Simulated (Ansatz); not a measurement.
Working through a comparison of functionals at one structure of BaAl2, space group Fd-3m

Computed with the Python package of Ansatz (0.2.0).

Notebook, run cell by cell (the value of a cell's last expression is shown):

In [1]:
```python
import ansatz as az
import pandas as pd
```

In [2]:
```python
baal2 = (
    az.Lattice.of((0.0, 4.26506235, 4.26506235), (4.26506235, 0.0, 4.26506235), (4.26506235, 4.26506235, 0.0))
    .atom("Ba", (0.5, 0.5, 0.5))
    .atom("Ba", (0.75, 0.75, 0.75))
    .atom("Al", (0.125, 0.125, 0.125))
    .atom("Al", (0.625, 0.125, 0.125))
    .atom("Al", (0.125, 0.625, 0.125))
    .atom("Al", (0.125, 0.125, 0.625))
)
```

In [3]:
```python
baal2.resolved().sites[-1]
```
Out [3]:
```text
Site(symbol='Al', position=(0.125, 0.125, 0.625), moment=None, axis=None, held=None, saved=None)
```

In [4]:
```python
job = (
    baal2.calculation()
    .basis(14 * az.Ha, xc_grid=3)
    .kpoints(6, 6, 6)
    .occupations("methfessel_paxton", width=0.1)
    .mixing("broyden", ndim=8, beta=0.6)
    .scf(tolerance=1e-06, extra_bands=12)
    .forces()
    .stress()
)

rows = []
for value in ["lda", "r2scan", "blyp"]:
    report = job.functional(value).run(threads=1).report
    rows.append((value, report["free_energy_ev"] / len(report["lattice"]["sites"]), report["n_iterations"], sum(report["stress_gpa"][i][i] for i in range(3)) / 3, max(abs(f) for row in report["forces_ev_ang"] for f in row), report["n_kpoints"]))
```
```text
DeckWarning: basis.ecutwfc = 380.959407443832 eV is below the records' recommended 420 eV, and the density's cutoff is lower with it unless basis.ecutrho_ratio is high enough to keep the records' density cutoff: compare with a run at a higher cutoff
DeckWarning: scf.convergence.dr2_threshold = 1e-6 eV is looser than this run's default, which is 1e-7 eV or tighter. The error in the forces grows as the threshold's square root, so leave the key out unless less accurate forces are enough
DeckWarning: output.stress: scf.convergence.dr2_threshold = 1e-6 eV is looser than the 6e-10 eV advised for a printed stress (1e-10 eV for each atom of the cell: 6). What an SCF threshold leaves in a [...]
DeckWarning: basis.ecutwfc = 380.959407443832 eV is below the records' recommended 500 eV, and the density's cutoff is lower with it unless basis.ecutrho_ratio is high enough to keep the records' density cutoff: compare with a run at a higher cutoff
```

In [5]:
```python
table = pd.DataFrame(rows, columns=["functional", "F/atom (eV)", "iterations", "P (GPa)", "max component (eV/A)", "k-points"])
table.round(5)
```
Out [5]:
```text
  functional  F/atom (eV)  iterations  P (GPa)  max component (eV/A)  k-points
0        lda  -2268.70253           5 -3.30935                   0.0        16
1     r2scan  -2348.66035           6 -0.36389                   0.0        16
2       blyp  -2350.02406           6  2.67305                   0.0        16
```

Reading the output:
- The cutoff lies under the one recommended for these potentials.
- Under the recommended cutoff a pressure can be off by several GPa, even in sign.
- BLYP can be off by several per cent in the lattices of metals, and by several GPa in the pressure at a fixed cell.
- For a metal this k-point mesh is coarse: on a finer one energies can move by several to tens of meV an atom and pressures by half a GPa or more, differences at one mesh by less.
- Forces vanish by symmetry here and test nothing.
- Pressure is positive in compression.
- The structure comes from a database of computed cells and needn't be a stable or known phase.
- Warnings are shown shortened and without file and line.
- Total energies of different functionals can't be compared; pressures, moments and gaps at this one structure can.
- Timing: 27 s on 1 thread of Arm Neoverse N1, with other jobs on the host, peak memory 0.6 GiB.
